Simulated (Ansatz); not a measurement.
# C3H10OSi: molecular dynamics

The plan is to follow the molecule's vibrations and see whether its bonds hold. The start is relaxed first. Runs: 300 steps of 0.25 fs at constant energy, with velocities drawn for 3000 K. SMILES of the start: C[Si](C)(C)O.

Program: Ansatz 0.2.0. Level of theory: RKS LDA/6-31G. These are calculated values, not measurements.

## (1) The structure to begin with

Bond lengths: Si1–C2 1.870 Å, C2–H3 1.110 Å, C2–H4 1.110 Å, C2–H5 1.110 Å, Si1–C6 1.870 Å, C6–H7 1.110 Å, C6–H8 1.110 Å, C6–H9 1.110 Å, Si1–C10 1.869 Å, C10–H11 1.110 Å, C10–H12 1.110 Å, C10–H13 1.110 Å, Si1–O14 1.679 Å, O14–H15 1.010 Å. Angles (14 of 25 angles, heavy atoms first): C2–Si1–C6 109.4°, C2–Si1–C10 109.5°, C2–Si1–O14 109.5°, C6–Si1–C10 109.5°, C6–Si1–O14 109.5°, C10–Si1–O14 109.5°, Si1–C2–H3 109.5°, Si1–C2–H4 109.5°, Si1–C2–H5 109.5°, Si1–C6–H7 109.5°, Si1–C6–H8 109.5°, Si1–C6–H9 109.5°, Si1–C10–H11 109.5°, Si1–C10–H12 109.5°.

Structure file:

```xyz
15

Si    0.0000    0.0000    0.0000
C     0.0000    0.0000    1.8700
H    -0.9996   -0.3092    2.2405
H     0.7676   -0.7111    2.2405
H     0.2320    1.0203    2.2405
C     1.7634    0.0000   -0.6227
H     2.1111   -1.0463   -0.7509
H     1.8119    0.5276   -1.5981
H     2.4154    0.5187    0.1108
C    -0.8808    1.5259   -0.6227
H    -1.9334    1.2723   -0.8671
H    -0.8624    2.3106    0.1622
H    -0.3704    1.9025   -1.5336
O    -0.7913   -1.3709   -0.5594
H    -1.2459   -1.8365    0.2129
```

## (2) Preparing the start

input.yaml

```yaml
crystal:
  periodic: [false, false, false]
  atoms:
    - { symbol: Si, position_ang: [0.0, 0.0, 0.0] }
    - { symbol: C, position_ang: [0.0, 0.0, 1.87] }
    - { symbol: H, position_ang: [-0.9996, -0.3092, 2.2405] }
    - { symbol: H, position_ang: [0.7676, -0.7111, 2.2405] }
    - { symbol: H, position_ang: [0.232, 1.0203, 2.2405] }
    - { symbol: C, position_ang: [1.7634, 0.0, -0.6227] }
    - { symbol: H, position_ang: [2.1111, -1.0463, -0.7509] }
    - { symbol: H, position_ang: [1.8119, 0.5276, -1.5981] }
    - { symbol: H, position_ang: [2.4154, 0.5187, 0.1108] }
    - { symbol: C, position_ang: [-0.8808, 1.5259, -0.6227] }
    - { symbol: H, position_ang: [-1.9334, 1.2723, -0.8671] }
    - { symbol: H, position_ang: [-0.8624, 2.3106, 0.1622] }
    - { symbol: H, position_ang: [-0.3704, 1.9025, -1.5336] }
    - { symbol: O, position_ang: [-0.7913, -1.3709, -0.5594] }
    - { symbol: H, position_ang: [-1.2459, -1.8365, 0.2129] }
basis:
  gaussian: { orbitals: "6-31G" }
hamiltonian:
  xc: lda
relax:
  f_tol: 0.02
  max_steps: 40
output:
  orbitals: {}
```

Started as:

```console
> ansatz run input.yaml --threads 1 --pin off --max-ram 2048MiB --backend cpu --events-out ev --progress --plain --runs-dir out
```

Output, cut to the lines that bear on the results:

```text
Warning: RAYON_NUM_THREADS=1 ignored (pool sized by the plan → 1); use --threads N
[...]
Functional definition: SPW92
[...]
993 factors; integrals over basis functions are off by at most 1.7e-4 eV
[...]
mean field -13119.70388860 eV, -482.1402250512 hartree, gradient 1.6e-5 eV, S^2 0.000000; 0 other end points of the search recorded, 0 dependent functions left out
[...]
reference -13119.70391668 eV, -482.1402260834 hartree; 25, 25 occupied and 44, 44 virtual orbitals, 993 factors
relax step   1: F+E_penalty+E_count = -13119.70388860 eV  Δ(F+E_penalty+E_count) = +0.000e0 eV  max|allowed force component| = 2.006e0 eV/Å  Δτ_max = 0.0000 Å  (25 SCF iters, accepted)
[...]
relax step   7: F+E_penalty+E_count = -13120.00682576 eV  Δ(F+E_penalty+E_count) = -1.571e-3 eV  max|allowed force component| = 3.929e-2 eV/Å  Δτ_max = 0.0521 Å  (26 SCF iters, accepted)
[...]
relax step   8: F+E_penalty+E_count = -13120.00721684 eV  Δ(F+E_penalty+E_count) = -3.911e-4 eV  max|allowed force component| = 6.194e-3 eV/Å  Δτ_max = 0.0227 Å  (27 SCF iters, accepted)
993 factors; integrals over basis functions are off by at most 1.7e-4 eV
mean field -13120.00721684 eV, -482.1513721584 hartree, gradient 1.9e-5 eV, S^2 0.000000; 1 other end points of the search recorded, 0 dependent functions left out
[...]
reference -13120.00724528 eV, -482.1513732036 hartree; 25, 25 occupied and 44, 44 virtual orbitals, 993 factors
Total energy: -13120.00724528 eV, -482.1513732036 hartree
Atom 0 at     0.053714     0.012950     0.047315 Å, force    -0.003187    -0.003794    -0.003805 eV/Å
Atom 1 at    -0.018652    -0.048714     1.934647 Å, force     0.004380     0.003591     0.004243 eV/Å
Atom 2 at    -1.059652    -0.103507     2.303035 Å, force     0.000084    -0.000451    -0.003388 eV/Å
Atom 3 at     0.532714    -0.927143     2.315094 Å, force    -0.000734    -0.002061    -0.001280 eV/Å
Atom 4 at     0.443967     0.862418     2.359333 Å, force    -0.000216     0.001325     0.000714 eV/Å
Atom 5 at     1.826691     0.061205    -0.565899 Å, force     0.001140     0.001512     0.001519 eV/Å
Atom 6 at     2.366788    -0.840660    -0.227616 Å, force     0.000884    -0.000285     0.001070 eV/Å
Atom 7 at     1.844472     0.078137    -1.669971 Å, force    -0.001513    -0.000640     0.000572 eV/Å
Atom 8 at     2.357190     0.954671    -0.188916 Å, force    -0.000965     0.000497    -0.000133 eV/Å
Atom 9 at    -0.925785     1.506529    -0.569568 Å, force     0.004600     0.005999     0.003573 eV/Å
Atom 10 at    -1.980145     1.469603    -0.238927 Å, force     0.002008    -0.000556     0.000419 eV/Å
Atom 11 at    -0.478275     2.438507    -0.174853 Å, force    -0.002799     0.001493     0.000492 eV/Å
Atom 12 at    -0.907446     1.553379    -1.673080 Å, force    -0.001712    -0.004092    -0.001844 eV/Å
Atom 13 at    -0.558165    -1.457798    -0.643381 Å, force    -0.006194    -0.003852     0.000961 eV/Å
Atom 14 at    -1.479814    -1.755678    -0.484312 Å, force     0.004222     0.001313    -0.003115 eV/Å
Dipole moment:    -0.207176     0.245529     0.231860 e Å
```

Wall time 31 s (1 thread of Arm Neoverse V1, shared host); peak memory 0.15 GiB.

The steps of the relaxation:

```csv
step,energy from step 1 (eV),largest force component (eV/Å)
1,0.0000,2.0057
2,-0.1610,0.9072
3,-0.2190,0.2035
4,-0.2526,0.5805
5,-0.2881,0.1975
6,-0.3014,0.0875
7,-0.3029,0.0393
8,-0.3033,0.0062
```

Step 1 is the start.

After: Bond lengths: Si1–C2 1.890 Å, C2–H3 1.106 Å, C2–H4 1.105 Å, C2–H5 1.107 Å, Si1–C6 1.877 Å, C6–H7 1.104 Å, C6–H8 1.104 Å, C6–H9 1.105 Å, Si1–C10 1.890 Å, C10–H11 1.106 Å, C10–H12 1.107 Å, C10–H13 1.105 Å, Si1–O14 1.736 Å, O14–H15 0.982 Å. Angles (14 of 25 angles, heavy atoms first): C2–Si1–C6 111.3°, C2–Si1–C10 109.4°, C2–Si1–O14 110.9°, C6–Si1–C10 111.3°, C6–Si1–O14 103.0°, C10–Si1–O14 110.9°, Si1–C2–H3 111.7°, Si1–C2–H4 110.5°, Si1–C2–H5 109.9°, Si1–C6–H7 109.9°, Si1–C6–H8 110.0°, Si1–C6–H9 111.3°, Si1–C10–H11 111.7°, Si1–C10–H12 109.9°.

## (3) Dynamics

300 steps of 0.25 fs at constant energy, with velocities drawn for 3000 K, from the relaxed start.

input.yaml

```yaml
crystal:
  periodic: [false, false, false]
  atoms:
    - { symbol: Si, position_ang: [0.053714, 0.01295, 0.047315] }
    - { symbol: C, position_ang: [-0.018652, -0.048714, 1.934647] }
    - { symbol: H, position_ang: [-1.059652, -0.103507, 2.303035] }
    - { symbol: H, position_ang: [0.532714, -0.927143, 2.315094] }
    - { symbol: H, position_ang: [0.443967, 0.862418, 2.359333] }
    - { symbol: C, position_ang: [1.826691, 0.061205, -0.565899] }
    - { symbol: H, position_ang: [2.366788, -0.84066, -0.227616] }
    - { symbol: H, position_ang: [1.844472, 0.078137, -1.669971] }
    - { symbol: H, position_ang: [2.35719, 0.954671, -0.188916] }
    - { symbol: C, position_ang: [-0.925785, 1.506529, -0.569568] }
    - { symbol: H, position_ang: [-1.980145, 1.469603, -0.238927] }
    - { symbol: H, position_ang: [-0.478275, 2.438507, -0.174853] }
    - { symbol: H, position_ang: [-0.907446, 1.553379, -1.67308] }
    - { symbol: O, position_ang: [-0.558165, -1.457798, -0.643381] }
    - { symbol: H, position_ang: [-1.479814, -1.755678, -0.484312] }
basis:
  gaussian: { orbitals: "6-31G" }
hamiltonian:
  xc: lda
md:
  timestep: 0.25
  n_steps: 300
  ensemble: nve
  temperature: 3000.0
  initial_velocities: maxwell_boltzmann
  seed: 134845
```

Started as:

```console
> ansatz run input.yaml --threads 1 --pin off --max-ram 2048MiB --backend cpu --events-out ev --progress --plain --runs-dir out
```

Output, cut to the lines that bear on the results:

```text
Warning: RAYON_NUM_THREADS=1 ignored (pool sized by the plan → 1); use --threads N
[...]
[... 1 set-up line as earlier in the session ...]
[...]
989 factors; integrals over basis functions are off by at most 1.7e-4 eV
[...]
mean field -13120.00720090 eV, -482.1513715726 hartree, gradient 2.1e-5 eV, S^2 0.000000; 0 other end points of the search recorded, 0 dependent functions left out
[...]
reference -13120.00722910 eV, -482.1513726093 hartree; 25, 25 occupied and 44, 44 virtual orbitals, 989 factors
md step     0: t =     0.00 fs  T =  3000.0 K  F+E_penalty+E_count = -13120.00720090 eV  E_kin = 5.041140 eV  conserved = -13114.96606094 eV  (24 SCF iters)
[...]
md step    20: t =     5.00 fs  T =  1269.2 K  F+E_penalty+E_count = -13117.09073308 eV  E_kin = 2.132776 eV  conserved = -13114.95795687 eV  (28 SCF iters)
[...]
md step    40: t =    10.00 fs  T =  1359.3 K  F+E_penalty+E_count = -13117.24493452 eV  E_kin = 2.284150 eV  conserved = -13114.96078413 eV  (27 SCF iters)
[...]
md step    60: t =    15.00 fs  T =  1616.5 K  F+E_penalty+E_count = -13117.67405832 eV  E_kin = 2.716255 eV  conserved = -13114.95780322 eV  (28 SCF iters)
[...]
md step    79: t =    19.75 fs  T =  1358.5 K  F+E_penalty+E_count = -13117.23937251 eV  E_kin = 2.282808 eV  conserved = -13114.95656408 eV  (28 SCF iters)
md step    80: t =    20.00 fs  T =  1412.5 K  F+E_penalty+E_count = -13117.32986654 eV  E_kin = 2.373614 eV  conserved = -13114.95625301 eV  (27 SCF iters)
```

## (4) The log goes on: dynamics from the start

Output, continued, cut to the lines that bear on the results:

```text
md step    81: t =    20.25 fs  T =  1484.0 K  F+E_penalty+E_count = -13117.44974041 eV  E_kin = 2.493708 eV  conserved = -13114.95603225 eV  (27 SCF iters)
[...]
md step   107: t =    26.75 fs  T =  1862.9 K  F+E_penalty+E_count = -13118.09020239 eV  E_kin = 3.130410 eV  conserved = -13114.95979260 eV  (27 SCF iters)
[...]
md step   133: t =    33.25 fs  T =  1691.6 K  F+E_penalty+E_count = -13117.80092830 eV  E_kin = 2.842565 eV  conserved = -13114.95836338 eV  (30 SCF iters)
[...]
md step   159: t =    39.75 fs  T =  1856.7 K  F+E_penalty+E_count = -13118.07988593 eV  E_kin = 3.119940 eV  conserved = -13114.95994642 eV  (27 SCF iters)
[...]
md step   185: t =    46.25 fs  T =  2127.0 K  F+E_penalty+E_count = -13118.53540667 eV  E_kin = 3.574171 eV  conserved = -13114.96123526 eV  (27 SCF iters)
md step   186: t =    46.50 fs  T =  2175.9 K  F+E_penalty+E_count = -13118.61823624 eV  E_kin = 3.656404 eV  conserved = -13114.96183263 eV  (27 SCF iters)
```

## (5) The log goes on: dynamics from the start

The log, continued, cut to the lines that bear on the results:

```text
md step   187: t =    46.75 fs  T =  2193.7 K  F+E_penalty+E_count = -13118.64863642 eV  E_kin = 3.686200 eV  conserved = -13114.96243643 eV  (27 SCF iters)
[...]
md step   207: t =    51.75 fs  T =  2128.5 K  F+E_penalty+E_count = -13118.53764350 eV  E_kin = 3.576693 eV  conserved = -13114.96095064 eV  (27 SCF iters)
[...]
md step   227: t =    56.75 fs  T =  1328.2 K  F+E_penalty+E_count = -13117.18951242 eV  E_kin = 2.231890 eV  conserved = -13114.95762244 eV  (28 SCF iters)
[...]
md step   247: t =    61.75 fs  T =  1179.4 K  F+E_penalty+E_count = -13116.93660203 eV  E_kin = 1.981824 eV  conserved = -13114.95477848 eV  (27 SCF iters)
[...]
md step   299: t =    74.75 fs  T =  1335.0 K  F+E_penalty+E_count = -13117.19565818 eV  E_kin = 2.243336 eV  conserved = -13114.95232244 eV  (27 SCF iters)
[...]
Atom 5 at     1.879050     0.030925    -0.680468 Å, force    -2.855187    -2.466272    -1.479108 eV/Å
Atom 6 at     1.914480     0.220200    -1.794288 Å, force    -0.328268     0.261948     0.925355 eV/Å
Atom 7 at     2.604181     0.565972    -0.155761 Å, force     1.549403     0.933108     1.170023 eV/Å
Atom 8 at     1.952944    -1.086182    -0.619712 Å, force     1.113942     0.216293     0.037657 eV/Å
Atom 9 at    -0.843835     1.664706    -0.428297 Å, force   -10.738309   -10.857349     6.201314 eV/Å
Atom 10 at    -1.816820     1.478507    -1.050993 Å, force     1.777280    -0.148733    -0.146858 eV/Å
Atom 11 at    -1.545978     2.077043     0.445915 Å, force     1.909745    -0.649573    -0.611060 eV/Å
Atom 12 at    -0.380550     2.345405    -0.757149 Å, force     7.481433    10.259940    -5.292409 eV/Å
Atom 13 at    -0.592615    -1.462064    -0.677229 Å, force     1.666852     0.828127     0.509576 eV/Å
Atom 14 at    -1.548647    -1.469848    -0.637591 Å, force    -1.548802    -0.324210    -0.133832 eV/Å
Dipole moment:    -0.235217     0.233241     0.214370 e Å
```

Wall time 16 min (1 thread of Arm Neoverse V1, shared host); peak memory 0.12 GiB.

## (6) What the atoms did

One step in 16; energies are changes from step 0:

```csv
time (fs),T (K),potential energy change (meV/atom),total energy change (meV/atom)
0.0,3000,0.0,0.00
4.0,1320,188.7,0.52
8.0,1375,182.5,0.52
12.0,1805,134.0,0.16
16.0,1516,166.7,0.51
20.0,1413,178.5,0.65
24.0,1620,155.4,0.82
28.0,1594,158.0,0.49
32.0,1043,219.9,0.70
36.0,1540,164.2,0.60
40.0,1781,137.0,0.45
44.0,1085,215.2,0.69
48.0,1731,142.5,0.28
52.0,2047,107.2,0.41
56.0,1129,210.3,0.62
60.0,1892,124.4,0.35
64.0,1879,125.8,0.20
68.0,1288,192.4,0.60
72.0,2081,103.4,0.47
75.0,1405,179.5,0.76
```

time (fs), T (K) and a bar:
```
      0.0       3000 ##############################
      3.2       1351 ######
      6.5       1213 ####
      9.8       1415 #######
     13.0       2012 ###############
     16.2       1481 ########
     19.5       1319 #####
     22.8       2324 ####################
     26.0       1876 #############
     29.2       1167 ###
     32.5       1256 ####
     35.8       1726 ###########
     39.2       1954 ###############
     42.5        959 
     45.8       1953 ###############
     49.0       1170 ###
     52.2       1948 ###############
     55.5       1047 #
     58.8       1860 #############
     62.0       1122 ##
     65.2       1583 #########
     68.5       1399 ######
     71.8       2067 ################
     75.0       1405 #######
```

## (7) Snapshots as a file

Positions (Å) and forces (eV/Å):

```xyz
15
time_fs=10.8 T=1227 dE=2.9899
Si    0.025    0.003   -0.043    2.380    3.033    6.301
C    -0.086   -0.019    2.035    3.003   -0.657   -2.329
H    -0.992   -0.070    2.518   -3.400   -0.033    0.754
H     0.384   -0.980    2.325    0.468    0.078    0.102
H     0.429    0.814    2.569    0.326   -0.131   -0.711
C     1.833    0.096   -0.597    0.474   -3.283    2.099
H     2.418   -0.754    0.040   -0.835    2.220   -0.576
H     1.636   -0.587   -1.382    0.074   -0.982   -2.462
H     2.514    0.852   -0.961   -0.103    0.854    0.295
C    -0.888    1.490   -0.478   -4.528    0.272   10.596
H    -1.990    1.322   -0.350    0.586    0.351   -0.147
H    -0.591    2.450   -0.019    0.059   -0.496    0.378
H    -0.643    1.508   -1.337    2.561    1.250  -12.984
O    -0.502   -1.416   -0.646    0.453   -1.523   -1.581
H    -1.349   -1.780   -0.438   -1.517   -0.954    0.265
15
time_fs=21.5 T=2090 dE=1.5360
Si    0.067    0.070    0.048   -0.668   -3.338   -0.041
C    -0.126   -0.053    2.036    5.734   -0.313   -3.306
H    -1.094    0.036    2.232   -4.658    0.495    1.468
H     0.397   -0.940    2.428   -0.404   -0.173   -0.037
H     0.519    0.795    2.291   -0.272    0.536    0.724
C     1.830   -0.048   -0.691    0.547    2.688    4.755
H     2.513    0.024    0.405   -1.270   -0.596   -3.329
H     1.885   -0.930   -1.267    0.399   -1.474   -0.601
H     2.016    0.879   -1.251    0.372    0.005   -0.217
C    -0.934    1.535   -0.473   -0.155    2.159   -1.816
H    -2.057    1.419   -0.597    0.873   -0.035    0.857
H    -0.620    2.347    0.284   -0.853   -0.562   -0.960
H    -0.674    1.930   -1.565    0.042   -0.696    1.945
O    -0.496   -1.484   -0.713    1.103    1.550    0.171
H    -1.270   -1.982   -0.425   -0.791   -0.247    0.386
15
time_fs=32.2 T=1139 dE=3.1376
Si    0.097    0.040    0.140   -0.195   -1.090   -4.233
C    -0.092   -0.049    1.906    2.402   -0.252    1.704
H    -1.058    0.109    2.101   -5.216    0.447    0.540
H     0.086   -0.968    2.466    0.857   -0.325   -0.159
H     0.248    0.825    2.472    1.218    0.168   -0.028
C     1.789   -0.109   -0.682    2.537    5.133    0.841
H     2.843    0.502   -0.148   -3.233   -1.307   -1.121
H     2.240   -1.035   -0.883    0.020   -2.059   -0.407
H     1.618    0.503   -1.636    0.461   -0.857    0.612
C    -0.982    1.641   -0.504    0.429    2.062    0.603
H    -2.136    1.385   -0.495    1.930    0.250   -0.909
H    -0.992    2.390    0.458    0.473   -1.136   -1.972
H    -0.495    2.379   -1.573   -1.771   -2.592    3.297
O    -0.475   -1.502   -0.755   -0.219    1.269    1.579
H    -1.244   -1.979   -0.323    0.306    0.287   -0.345
15
time_fs=42.8 T=926 dE=3.4946
Si    0.111   -0.025    0.090   -0.529    4.110   -0.691
C    -0.167   -0.012    1.949    4.556   -2.820   -0.539
H    -1.182    0.036    1.988   -3.506    0.594    1.087
H     0.211   -1.031    2.307   -0.701    0.714   -0.020
H     0.475    0.675    2.506   -0.445    0.698   -0.027
C     1.800   -0.062   -0.709    1.062    2.515   -0.176
H     2.623    0.946   -0.534   -2.475   -3.432   -0.572
H     2.044   -1.051   -0.360    1.717   -0.741    0.755
H     1.565   -0.345   -1.772    0.314    1.029    0.166
C    -0.983    1.677   -0.391    1.096    0.346   -3.150
H    -1.922    1.193   -0.961    1.093    1.478    1.619
H    -1.088    2.552    0.470   -0.094   -2.265   -2.267
H    -0.397    2.282   -1.636   -1.405   -1.572    3.810
O    -0.448   -1.431   -0.714   -1.720   -1.145    0.634
H    -1.278   -1.898   -0.359    1.036    0.492   -0.630
15
time_fs=53.5 T=1401 dE=2.6958
Si    0.098    0.036    0.003   -1.264   -0.077    3.006
C    -0.201   -0.076    2.002    2.399   -1.030   -1.279
H    -1.180    0.156    2.342   -1.873   -0.067   -0.194
H     0.101   -1.127    2.405   -0.056    1.817   -0.314
H     0.341    0.817    2.389    0.661   -0.620    0.351
C     1.790   -0.111   -0.720    1.708    4.652   -1.287
H     2.314    1.074   -0.965   -1.688   -3.026    0.440
H     2.487   -0.410    0.038    0.792   -1.104    0.482
H     1.793   -0.654   -1.693    0.042   -0.019    0.689
C    -0.901    1.544   -0.370   -0.882    4.479   -1.716
H    -1.986    1.397   -0.848    2.322   -0.052   -0.022
H    -1.304    2.307    0.493    1.712   -1.712   -1.338
H    -0.021    2.284   -1.171   -3.102   -1.889    2.070
O    -0.463   -1.391   -0.655   -1.743   -2.157   -1.000
H    -1.330   -1.888   -0.587    0.972    0.806    0.112
15
time_fs=64.2 T=1866 dE=1.9105
Si    0.055    0.085    0.016    2.974   -5.353    1.447
C    -0.180   -0.111    1.954    1.290   -0.221    1.450
H    -1.254    0.076    2.205    0.359    0.080    0.032
H     0.170   -1.009    2.631   -0.718    0.667   -1.966
H     0.490    0.643    2.483   -0.806    0.239   -0.540
C     1.880   -0.058   -0.680   -3.259    1.363   -3.268
H     1.712    0.811   -1.540    1.272   -1.806    1.790
H     2.756   -0.005   -0.106    1.431    0.851    1.298
H     1.959   -1.028   -1.234   -0.490    0.352    0.194
C    -0.854    1.526   -0.401   -1.073    2.836    0.022
H    -1.731    1.336   -1.131    0.590    0.462    1.802
H    -0.906    1.822    0.751   -1.508    0.385   -2.165
H    -0.272    2.353   -0.876   -0.007   -0.391    0.083
O    -0.523   -1.435   -0.656    0.202    0.500   -0.287
H    -1.457   -1.718   -0.661   -0.257    0.036    0.108
15
time_fs=75.0 T=1405 dE=2.6920
Si    0.100   -0.019    0.080   -0.083    2.936   -2.478
C    -0.113   -0.095    1.908   -0.984   -1.459    0.138
H    -1.253    0.028    2.014    1.167   -0.278    0.212
H     0.142   -1.247    2.039   -0.108    2.236    1.136
H     0.355    0.791    2.450   -0.019   -1.489   -0.189
C     1.879    0.031   -0.680   -2.855   -2.466   -1.479
H     1.915    0.220   -1.794   -0.328    0.262    0.925
H     2.604    0.566   -0.156    1.549    0.933    1.170
H     1.953   -1.086   -0.620    1.114    0.216    0.038
C    -0.844    1.665   -0.428  -10.738  -10.857    6.201
H    -1.817    1.478   -1.051    1.777   -0.149   -0.147
H    -1.546    2.077    0.446    1.910   -0.650   -0.611
H    -0.381    2.345   -0.757    7.481   10.260   -5.292
O    -0.593   -1.462   -0.677    1.667    0.828    0.510
H    -1.549   -1.470   -0.638   -1.549   -0.324   -0.134
```

## (8) Outcome

```
                          quantity                            value
           relaxation of the start          7 moves, 0.303 eV lower
                            length             300 steps of 0.25 fs
  temperature, first and last step                  3000 and 1405 K
          temperature, second half  mean 1588 K, from 912 to 2207 K
     potential energy, second half     +159 meV/atom from the start
largest change of the total energy                    0.98 meV/atom
            bonds formed or broken                                0
```

**Reading.** The temperature starts at 3000 K and averages 1588 K in the second half, where it ranges from 912 to 2207 K; a mean near half the start is what vibrations about a minimum give, since they share energy equally between motion and strain. The total energy strays from its start by at most 0.98 meV/atom, 0.5 % of the mean kinetic energy, so a step of 0.25 fs is short enough over this time. The bonding pattern survives the run. Averages from a run of 75 fs with 15 atoms are rough. The nuclei move classically, without zero-point motion, which matters most for hydrogen. The basis is very small, so the numbers are rough.
